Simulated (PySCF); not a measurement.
# A gas-phase reaction: FH3OSi + F → FH2OSi + FH

Aim: the reaction energy of `O[SiH2]F` + `[F-]` → `[O-][SiH2]F` + `F`.

Programs: PySCF 2.14.0. All values are calculated, for the isolated system unless a continuum is named. Atoms count from 0, parts from 1.

## 1. Starting point

Each species was relaxed by itself at PBE0-D3(BJ)/def2-SVPD.

## 2. Energies of the species: wB97M-D3(BJ)/def2-TZVPD

Job settings and geometry (Å):

```
{"job": {"kind": "react", "xc": "wB97M-D3(BJ)", "basis": "def2-TZVPD"}, "charge": 0, "multiplicity": 1}
-1 FH3OSi charge 0 multiplicity 1
O      1.207830    -0.089340    -0.412760
Si    -0.398640    -0.118200    -0.013060
F     -1.059480     1.368330    -0.181900
H      1.831750     0.344850     0.173490
H     -0.604050    -0.487270     1.411300
H     -1.054600    -1.015070    -0.988500

-1 F charge -1 multiplicity 1
F      0.000000     0.000000     0.000000

+1 FH2OSi charge -1 multiplicity 1
O     -0.593000     0.126760     1.563810
Si    -0.084260     0.024940     0.078820
F      1.491690    -0.554230    -0.140960
H     -0.827300    -0.934800    -0.838540
H      0.020810     1.326080    -0.702990

+1 FH charge 0 multiplicity 1
F      0.457800     0.015820    -0.043110
H     -0.457790    -0.015820     0.043110
```

Method: wB97M-D3(BJ)/def2-TZVPD reaction energy of separated species, gas phase.

Run with:

```console
OMP_NUM_THREADS=1 python cluster_run.py task.json out
```

The driver reads the jobs from task.json and runs them one after another.

Output:

```text
species 1 (FH3OSi)
coarse grid: 24312 points
cycle   1  E = -466.5180891663  dE =  6.615e-02  |g| = 8.106e-01  |ddm| = 1.742e+00
cycle   2  E = -466.4983683800  dE =  1.972e-02  |g| = 9.503e-01  |ddm| = 8.427e-01
cycle   3  E = -466.6345687523  dE = -1.362e-01  |g| = 3.359e-02  |ddm| = 4.223e-01
cycle   4  E = -466.6348369320  dE = -2.682e-04  |g| = 9.826e-03  |ddm| = 4.631e-02
cycle   5  E = -466.6348620307  dE = -2.510e-05  |g| = 1.950e-03  |ddm| = 1.364e-02
cycle   6  E = -466.6348629567  dE = -9.259e-07  |g| = 9.714e-04  |ddm| = 3.313e-03
final grid: 50856 points
cycle   7  E = -466.6348572203  dE = -8.656e-08  |g| = 1.151e-03  |ddm| = 1.518e-03
cycle   8  E = -466.6348571521  dE =  6.823e-08  |g| = 1.367e-03  |ddm| = 1.009e-03
cycle   9  E = -466.6348574096  dE = -2.576e-07  |g| = 2.793e-05  |ddm| = 5.283e-04
cycle  10  E = -466.6348574100  dE = -3.232e-10  |g| = 1.222e-05  |ddm| = 3.951e-05
converged SCF energy = -466.6348574100

species 2 (F)
coarse grid: 5304 points
cycle   1  E = -99.7735595435  dE = -1.701e-01  |g| = 8.390e-01  |ddm| = 3.042e-01
cycle   2  E = -99.4217741307  dE =  3.518e-01  |g| = 1.736e+00  |ddm| = 1.187e+00
cycle   3  E = -99.9129072191  dE = -4.911e-01  |g| = 3.879e-02  |ddm| = 7.668e-01
cycle   4  E = -99.9130379075  dE = -1.307e-04  |g| = 2.144e-02  |ddm| = 3.124e-02
cycle   5  E = -99.9130976974  dE = -5.979e-05  |g| = 1.450e-03  |ddm| = 8.861e-03
cycle   6  E = -99.9130979605  dE = -2.631e-07  |g| = 2.299e-04  |ddm| = 4.862e-04
final grid: 11608 points
cycle   7  E = -99.9130859017  dE =  1.872e-09  |g| = 2.255e-04  |ddm| = 1.777e-04
cycle   8  E = -99.9130858948  dE =  6.925e-09  |g| = 3.200e-04  |ddm| = 1.966e-04
cycle   9  E = -99.9130859089  dE = -1.404e-08  |g| = 1.900e-06  |ddm| = 1.112e-04
cycle  10  E = -99.9130859089  dE = -1.251e-12  |g| = 7.399e-08  |ddm| = 3.603e-06
converged SCF energy = -99.9130859089

species 3 (FH2OSi)
coarse grid: 21840 points
cycle   1  E = -465.8318557059  dE = -2.723e-02  |g| = 1.097e+00  |ddm| = 1.667e+00
cycle   2  E = -465.4588002139  dE =  3.731e-01  |g| = 1.786e+00  |ddm| = 1.602e+00
cycle   3  E = -466.0666937850  dE = -6.079e-01  |g| = 1.651e-01  |ddm| = 1.167e+00
cycle   4  E = -466.0701654474  dE = -3.472e-03  |g| = 9.411e-02  |ddm| = 1.110e-01
cycle   5  E = -466.0714492913  dE = -1.284e-03  |g| = 8.126e-03  |ddm| = 4.860e-02
cycle   6  E = -466.0714754664  dE = -2.618e-05  |g| = 1.823e-03  |ddm| = 1.766e-02
cycle   7  E = -466.0714767603  dE = -1.294e-06  |g| = 5.918e-04  |ddm| = 3.963e-03
final grid: 45488 points
cycle   8  E = -466.0714673677  dE = -1.606e-07  |g| = 5.092e-04  |ddm| = 1.771e-03
cycle   9  E = -466.0714673366  dE =  3.108e-08  |g| = 7.301e-04  |ddm| = 7.338e-04
cycle  10  E = -466.0714674260  dE = -8.941e-08  |g| = 3.668e-05  |ddm| = 3.491e-04
cycle  11  E = -466.0714674274  dE = -1.366e-09  |g| = 1.612e-05  |ddm| = 1.260e-04
cycle  12  E = -466.0714674275  dE = -1.307e-10  |g| = 5.251e-06  |ddm| = 3.337e-05
converged SCF energy = -466.0714674275

species 4 (FH)
coarse grid: 7776 points
cycle   1  E = -100.4688242082  dE = -9.408e-02  |g| = 4.644e-01  |ddm| = 6.197e-01
cycle   2  E = -100.4725052999  dE = -3.681e-03  |g| = 5.038e-01  |ddm| = 3.808e-01
cycle   3  E = -100.5053193509  dE = -3.281e-02  |g| = 2.574e-02  |ddm| = 1.678e-01
cycle   4  E = -100.5053953286  dE = -7.598e-05  |g| = 5.006e-03  |ddm| = 1.077e-02
cycle   5  E = -100.5053999696  dE = -4.641e-06  |g| = 4.334e-04  |ddm| = 3.766e-03
final grid: 16976 points
cycle   6  E = -100.5053931716  dE = -6.414e-08  |g| = 1.036e-04  |ddm| = 8.205e-04
cycle   7  E = -100.5053931751  dE = -3.459e-09  |g| = 7.661e-05  |ddm| = 2.163e-04
cycle   8  E = -100.5053931758  dE = -7.703e-10  |g| = 2.129e-05  |ddm| = 3.707e-05
converged SCF energy = -100.5053931758

Reaction energy = -17.796 kcal/mol
```

Wall time 19 s (1 thread of Arm Neoverse N1, shared host); peak memory 0.54 GiB.

Species by species (with the dispersion term, which the log's SCF energies lack):

```tsv
ν	species	energy (Eh)	HOMO (eV)
-1	O[SiH2]F	-466.63887	-11.85
-1	[F-]	-99.91309	-2.89
+1	[O-][SiH2]F	-466.07468	-4.08
+1	F	-100.50563	-14.54
```

## 3. Energies of the species: PBE0-D3(BJ)/def2-TZVPD

Same as in step 2 but for these lines:

```diff
@@ -1,2 +1,2 @@
-{"job": {"kind": "react", "xc": "wB97M-D3(BJ)", "basis": "def2-TZVPD"}, "charge": 0, "multiplicity": 1}
+{"job": {"kind": "react", "xc": "PBE0", "basis": "def2-TZVPD", "disp": "d3bj"}, "charge": 0, "multiplicity": 1}
 -1 FH3OSi charge 0 multiplicity 1
```

With the program's defaults for keys left out, this is: PBE0-D3(BJ)/def2-TZVPD reaction energy of separated species, gas phase.

Output:

```text
species 1 (FH3OSi)
coarse grid: 5656 points
cycle   1  E = -466.1393431852  dE =  1.359e-01  |g| = 8.525e-01  |ddm| = 1.801e+00
cycle   2  E = -465.9291957061  dE =  2.101e-01  |g| = 1.398e+00  |ddm| = 1.092e+00
cycle   3  E = -466.2600529678  dE = -3.309e-01  |g| = 5.203e-02  |ddm| = 7.021e-01
cycle   4  E = -466.2603865784  dE = -3.336e-04  |g| = 3.841e-02  |ddm| = 4.932e-02
cycle   5  E = -466.2606021773  dE = -2.156e-04  |g| = 9.158e-03  |ddm| = 2.024e-02
cycle   6  E = -466.2606145938  dE = -1.242e-05  |g| = 8.962e-04  |ddm| = 4.756e-03
cycle   7  E = -466.2606147641  dE = -1.703e-07  |g| = 1.312e-04  |ddm| = 8.515e-04
final grid: 50856 points
cycle   8  E = -466.2625981313  dE = -2.222e-05  |g| = 3.999e-03  |ddm| = 1.532e-02
cycle   9  E = -466.2625944073  dE =  3.724e-06  |g| = 6.127e-03  |ddm| = 4.522e-03
cycle  10  E = -466.2626004732  dE = -6.066e-06  |g| = 3.141e-04  |ddm| = 2.920e-03
cycle  11  E = -466.2626004881  dE = -1.493e-08  |g| = 5.026e-05  |ddm| = 1.921e-04
cycle  12  E = -466.2626004884  dE = -3.060e-10  |g| = 8.673e-06  |ddm| = 4.278e-05
converged SCF energy = -466.2626004884

species 2 (F)
coarse grid: 1088 points
cycle   1  E = -99.6480299908  dE = -8.108e-02  |g| = 8.599e-01  |ddm| = 3.156e-01
cycle   2  E = -97.8823061729  dE =  1.766e+00  |g| = 3.110e+00  |ddm| = 2.037e+00
cycle   3  E = -99.7922027745  dE = -1.910e+00  |g| = 7.027e-02  |ddm| = 1.718e+00
cycle   4  E = -99.7924511220  dE = -2.483e-04  |g| = 5.277e-02  |ddm| = 6.585e-02
cycle   5  E = -99.7928802840  dE = -4.292e-04  |g| = 8.706e-03  |ddm| = 1.832e-02
cycle   6  E = -99.7928921043  dE = -1.182e-05  |g| = 1.037e-03  |ddm| = 3.146e-03
cycle   7  E = -99.7928922756  dE = -1.713e-07  |g| = 4.564e-06  |ddm| = 4.256e-04
final grid: 11608 points
cycle   8  E = -99.7963210859  dE = -3.387e-06  |g| = 9.094e-04  |ddm| = 3.670e-03
cycle   9  E = -99.7963207951  dE =  2.908e-07  |g| = 1.611e-03  |ddm| = 9.527e-04
cycle  10  E = -99.7963211908  dE = -3.957e-07  |g| = 1.338e-04  |ddm| = 7.234e-04
cycle  11  E = -99.7963211937  dE = -2.821e-09  |g| = 9.473e-06  |ddm| = 6.123e-05
cycle  12  E = -99.7963211937  dE = -1.552e-11  |g| = 5.050e-07  |ddm| = 4.784e-06
converged SCF energy = -99.7963211937

species 3 (FH2OSi)
coarse grid: 5040 points
cycle   1  E = -465.4449128489  dE =  9.073e-02  |g| = 1.119e+00  |ddm| = 1.731e+00
cycle   2  E = -463.4285624255  dE =  2.016e+00  |g| = 2.993e+00  |ddm| = 6.631e+00
cycle   3  E = -465.6588129048  dE = -2.230e+00  |g| = 4.115e-01  |ddm| = 6.548e+00
cycle   4  E = -465.6788528076  dE = -2.004e-02  |g| = 2.880e-01  |ddm| = 3.282e-01
cycle   5  E = -465.6907837019  dE = -1.193e-02  |g| = 2.919e-02  |ddm| = 1.155e-01
cycle   6  E = -465.6909782642  dE = -1.946e-04  |g| = 8.816e-03  |ddm| = 2.343e-02
cycle   7  E = -465.6909928345  dE = -1.457e-05  |g| = 1.597e-03  |ddm| = 6.703e-03
cycle   8  E = -465.6909933723  dE = -5.378e-07  |g| = 2.688e-04  |ddm| = 1.336e-03
final grid: 45488 points
cycle   9  E = -465.6945823597  dE = -7.318e-06  |g| = 7.346e-03  |ddm| = 1.831e-02
cycle  10  E = -465.6945472213  dE =  3.514e-05  |g| = 1.554e-02  |ddm| = 1.101e-02
cycle  11  E = -465.6945916664  dE = -4.445e-05  |g| = 4.344e-04  |ddm| = 7.855e-03
cycle  12  E = -465.6945916999  dE = -3.353e-08  |g| = 9.502e-05  |ddm| = 3.454e-04
cycle  13  E = -465.6945917012  dE = -1.216e-09  |g| = 4.753e-05  |ddm| = 7.334e-05
cycle  14  E = -465.6945917015  dE = -3.143e-10  |g| = 8.561e-06  |ddm| = 2.191e-05
converged SCF energy = -465.6945917015

species 4 (FH)
coarse grid: 1712 points
cycle   1  E = -100.3540395184  dE = -3.605e-02  |g| = 4.957e-01  |ddm| = 6.253e-01
cycle   2  E = -100.3145237615  dE =  3.952e-02  |g| = 7.429e-01  |ddm| = 5.125e-01
cycle   3  E = -100.3937595642  dE = -7.924e-02  |g| = 2.284e-02  |ddm| = 2.892e-01
cycle   4  E = -100.3938351335  dE = -7.557e-05  |g| = 4.204e-03  |ddm| = 9.787e-03
cycle   5  E = -100.3938371169  dE = -1.983e-06  |g| = 3.553e-04  |ddm| = 1.247e-03
final grid: 16976 points
cycle   6  E = -100.3948393864  dE = -1.849e-05  |g| = 3.965e-03  |ddm| = 7.414e-03
cycle   7  E = -100.3948374965  dE =  1.890e-06  |g| = 5.450e-03  |ddm| = 3.326e-03
cycle   8  E = -100.3948415129  dE = -4.016e-06  |g| = 1.003e-04  |ddm| = 1.996e-03
cycle   9  E = -100.3948415142  dE = -1.304e-09  |g| = 1.789e-05  |ddm| = 3.959e-05
cycle  10  E = -100.3948415143  dE = -4.846e-11  |g| = 3.041e-06  |ddm| = 1.029e-05
converged SCF energy = -100.3948415143

Reaction energy = -18.932 kcal/mol
```

It took 9.1 s on 1 thread of Arm Neoverse N1, shared host; peak memory 0.52 GiB.

Reaction energy at this level: -18.93 kcal/mol.

## 4. Reaction energy: MP2/def2-TZVPD

Same as in step 3 but for these lines:

```diff
@@ -1,2 +1,2 @@
-{"job": {"kind": "react", "xc": "PBE0", "basis": "def2-TZVPD", "disp": "d3bj"}, "charge": 0, "multiplicity": 1}
+{"job": {"kind": "react", "xc": "MP2", "basis": "def2-TZVPD"}, "charge": 0, "multiplicity": 1}
 -1 FH3OSi charge 0 multiplicity 1
```

Level: MP2/def2-TZVPD reaction energy of separated species, gas phase.

Output:

```text
species 1 (FH3OSi)
final grid: 50856 points
cycle   1  E = -465.1046555083  dE = -6.295e-02  |g| = 6.553e-01  |ddm| = 1.704e+00
cycle   2  E = -465.1646730058  dE = -6.002e-02  |g| = 4.124e-01  |ddm| = 5.102e-01
cycle   3  E = -465.1899497767  dE = -2.528e-02  |g| = 4.230e-02  |ddm| = 1.973e-01
cycle   4  E = -465.1905399434  dE = -5.902e-04  |g| = 8.593e-03  |ddm| = 5.635e-02
cycle   5  E = -465.1905671020  dE = -2.716e-05  |g| = 1.873e-03  |ddm| = 1.414e-02
cycle   6  E = -465.1905683513  dE = -1.249e-06  |g| = 7.493e-04  |ddm| = 2.950e-03
cycle   7  E = -465.1905685144  dE = -1.631e-07  |g| = 2.597e-04  |ddm| = 7.421e-04
cycle   8  E = -465.1905685404  dE = -2.600e-08  |g| = 5.914e-05  |ddm| = 2.905e-04
cycle   9  E = -465.1905685425  dE = -2.112e-09  |g| = 1.166e-05  |ddm| = 1.047e-04
cycle  10  E = -465.1905685426  dE = -7.776e-11  |g| = 2.381e-06  |ddm| = 2.193e-05
converged SCF energy = -465.1905685426

species 2 (F)
final grid: 11608 points
cycle   1  E = -99.3592696078  dE = -3.000e-01  |g| = 7.108e-01  |ddm| = 3.059e-01
cycle   2  E = -99.3903756058  dE = -3.111e-02  |g| = 6.853e-01  |ddm| = 5.988e-01
cycle   3  E = -99.4557536270  dE = -6.538e-02  |g| = 2.437e-02  |ddm| = 2.430e-01
cycle   4  E = -99.4558111344  dE = -5.751e-05  |g| = 6.431e-03  |ddm| = 1.091e-02
cycle   5  E = -99.4558164541  dE = -5.320e-06  |g| = 3.885e-04  |ddm| = 2.877e-03
cycle   6  E = -99.4558165090  dE = -5.484e-08  |g| = 8.773e-05  |ddm| = 6.183e-04
cycle   7  E = -99.4558165112  dE = -2.184e-09  |g| = 5.920e-06  |ddm| = 1.392e-04
cycle   8  E = -99.4558165112  dE = -7.446e-12  |g| = 2.351e-07  |ddm| = 6.363e-06
converged SCF energy = -99.4558165112

species 3 (FH2OSi)
final grid: 45488 points
cycle   1  E = -464.4441455764  dE = -2.180e-01  |g| = 8.885e-01  |ddm| = 1.631e+00
cycle   2  E = -464.4984642557  dE = -5.432e-02  |g| = 7.868e-01  |ddm| = 9.074e-01
cycle   3  E = -464.6072354679  dE = -1.088e-01  |g| = 6.187e-02  |ddm| = 4.276e-01
cycle   4  E = -464.6082128615  dE = -9.774e-04  |g| = 3.360e-02  |ddm| = 6.744e-02
cycle   5  E = -464.6084251920  dE = -2.123e-04  |g| = 3.948e-03  |ddm| = 2.511e-02
cycle   6  E = -464.6084333385  dE = -8.147e-06  |g| = 1.108e-03  |ddm| = 7.042e-03
cycle   7  E = -464.6084341122  dE = -7.737e-07  |g| = 3.507e-04  |ddm| = 2.123e-03
cycle   8  E = -464.6084341913  dE = -7.910e-08  |g| = 1.181e-04  |ddm| = 6.515e-04
cycle   9  E = -464.6084341990  dE = -7.722e-09  |g| = 2.096e-05  |ddm| = 2.316e-04
cycle  10  E = -464.6084341994  dE = -3.117e-10  |g| = 5.610e-06  |ddm| = 4.306e-05
converged SCF energy = -464.6084341994

species 4 (FH)
final grid: 16976 points
cycle   1  E = -100.0371203791  dE = -1.649e-01  |g| = 4.007e-01  |ddm| = 6.032e-01
cycle   2  E = -100.0578879725  dE = -2.077e-02  |g| = 2.336e-01  |ddm| = 2.533e-01
cycle   3  E = -100.0646342745  dE = -6.746e-03  |g| = 2.356e-02  |ddm| = 8.091e-02
cycle   4  E = -100.0647517008  dE = -1.174e-04  |g| = 6.199e-03  |ddm| = 1.253e-02
cycle   5  E = -100.0647674121  dE = -1.571e-05  |g| = 1.459e-03  |ddm| = 5.121e-03
cycle   6  E = -100.0647686850  dE = -1.273e-06  |g| = 2.290e-04  |ddm| = 1.848e-03
cycle   7  E = -100.0647687194  dE = -3.438e-08  |g| = 1.958e-05  |ddm| = 4.211e-04
cycle   8  E = -100.0647687196  dE = -1.847e-10  |g| = 2.360e-06  |ddm| = 2.495e-05
converged SCF energy = -100.0647687196

Reaction energy = -19.786 kcal/mol
```

It took 4.1 s on 1 thread of Arm Neoverse N1, shared host; peak memory 0.34 GiB.

Reaction energy at this level: -19.79 kcal/mol.

## 5. Comparing the runs

Energies in kcal/mol, with wall time:

```tsv
run	reaction	time
wB97M-D3(BJ)/def2-TZVPD	-17.80	19 s
PBE0-D3(BJ)/def2-TZVPD	-18.93	9.1 s
MP2/def2-TZVPD	-19.79	4.1 s
```

## 6. Outcome

| quantity | value |
| --- | --- |
| reaction energy (wB97M-D3(BJ)/def2-TZVPD) | -17.80 kcal/mol |
| ΔH, ΔG at 298 K (xTB thermal terms) | -19.6, -20.7 kcal/mol |
| range of the reaction energy over the runs of this table | -19.79 to -17.80 kcal/mol |

In words: The reaction is exothermic by 19.6 kcal/mol in the gas phase; dispersion gives +0.35, and xTB itself gave -13.41 for the electronic energy (xTB energies and thermal terms come from the earlier relaxation of each species, not shown). No barrier was sought. The reaction energy runs from -19.79 (MP2/def2-TZVPD) to -17.80 kcal/mol (wB97M-D3(BJ)/def2-TZVPD).
